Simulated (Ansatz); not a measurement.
Write a Python script for the Ansatz DFT code, driven from Python that makes a formation energy from the elements of RbCaH3 and its elements. Level of theory (first run): LDA, norm-conserving potentials, the default cutoff (1007 eV here), 5×5×5 k-points, cold smearing of 0.05 eV.

Script `formation_rbcah3.py`:
```python
# -*- coding: utf-8 -*-
'''Is RbCaH3 bound against its elements, after relaxing atoms and volume at fixed cell shape.'''

from collections import Counter
import csv
import warnings

import ansatz
from ase import Atoms
import numpy as np

GASES = {'H2'}


def run_phase(name, crystal):
    calc = crystal.calculation()
    calc = calc.mixing('anderson', preconditioner='resta').functional(ansatz.Functional.LDA)
    calc = calc.eigensolver('auto', mixed_precision=False)
    calc = calc.pseudopotentials('nc')
    calc = calc.kpoints(spacing=0.3)
    calc = calc.occupations('cold', width=0.05)
    calc = calc.stress()
    if name in GASES:
        return calc.kpoints(1, 1, 1).relax(force_tolerance=0.01, max_steps=60).run(threads=1, pin='off')
    calc = calc.relax(force_tolerance=0.01, max_steps=60, fix_cell=['shape'])
    return calc.run(threads=1, pin='off')


def counts(outcome):
    return Counter(site.symbol for site in outcome.lattice.sites)

def formation_energy(outcome, mu):
    n = counts(outcome)
    return (outcome.report['energy_sigma0_ev'] - sum(k * mu[element] for element, k in n.items())) / sum(n.values())


def volume_per_atom(outcome):
    return abs(np.linalg.det(outcome.lattice.cell_ang)) / len(outcome.lattice.sites)


def main():
    warnings.simplefilter('ignore', ansatz.DeckWarning)

    phases = {}
    rbcah3 = (
        ansatz.Lattice.from_parameters(4.547, 4.547, 4.547, alpha=90.0, beta=90.0, gamma=90.0)
        .atom('Rb', (0.0, 0.0, 0.0))
        .atom('Ca', (0.5, 0.5, 0.5))
        .atom('H', (0.0, 0.5, 0.5))
        .atom('H', (0.5, 0.0, 0.5))
        .atom('H', (0.5, 0.5, 0.0))
    )
    phases['RbCaH3'] = rbcah3
    atoms = Atoms(
        ['Rb'],
        scaled_positions=[
            (0.0, 0.0, 0.0),
        ],
        cell=[
            (-2.8025, 2.8025, 2.8025),
            (2.8025, -2.8025, 2.8025),
            (2.8025, 2.8025, -2.8025),
        ],
        pbc=True,
    )
    rb = ansatz.Crystal.from_ase(atoms)
    phases['Rb'] = rb
    ca = (
        ansatz.Lattice.of((0.0, 2.7942, 2.7942), (2.7942, 0.0, 2.7942), (2.7942, 2.7942, 0.0))
        .atom('Ca', (0.0, 0.0, 0.0))
    )
    phases['Ca'] = ca
    atoms = Atoms(
        ['H', 'H'],
        scaled_positions=[
            (0.5, 0.5, 0.4625),
            (0.5, 0.5, 0.5375),
        ],
        cell=[
            (9.0, 0.0, 0.0),
            (0.0, 9.5, 0.0),
            (0.0, 0.0, 10.0),
        ],
        pbc=True,
    )
    h2 = ansatz.Crystal.from_ase(atoms)
    phases['H2'] = h2

    done = {name: run_phase(name, crystal) for name, crystal in phases.items()}

    # energy of one atom in its reference phase
    references = {'Rb': 'Rb', 'Ca': 'Ca', 'H': 'H2'}
    mu = {element: done[name].report['energy_sigma0_ev'] / len(done[name].lattice.sites) for element, name in references.items()}

    target = done['RbCaH3']
    heat = formation_energy(target, mu)
    rows = [(name, len(o.lattice.sites), volume_per_atom(o), formation_energy(o, mu)) for name, o in done.items()]
    with open('formation.csv', 'w', newline='') as handle:
        writer = csv.writer(handle)
        writer.writerow(['phase', 'atoms', 'V (A^3/atom)', 'E_form (eV/atom)'])
        writer.writerows([round(v, 4) if isinstance(v, float) else v for v in row] for row in rows)
    print(open('formation.csv').read())
    # no correction for the overbinding of the gas molecule is applied


if __name__ == '__main__':
    main()
```

Running `python formation_rbcah3.py` prints:
```text
phase,atoms,V (A^3/atom),E_form (eV/atom)
RbCaH3,5,16.9878,-0.5178
Rb,1,79.1538,0.0
Ca,1,38.2295,0.0
H2,2,427.5,0.0
```

The settings weren't tested for convergence. For the metals among these phases the mesh is modest: differences between phases can be off by up to 40 meV an atom. The program warned that this SCF threshold is loose for forces or stresses. Atoms and volume are relaxed with the cell's shape held, which in cells of lower than cubic symmetry can hide stresses and shift volumes. The cells come from databases of deposited and of computed structures, and not all need be stable phases. The compound is the structure given, not necessarily its lowest; energies are at zero temperature, with no correction for gases. A semilocal functional's error on such energies is often 0.05 to 0.1 eV an atom, and 0.1 to 0.3 eV against gases such as O2 or F2. The script silences the warnings on its input, which a real study should read. Wall time of the script: 21 s on 1 thread of Arm Neoverse V2 (shared host), peak memory 0.82 GiB.
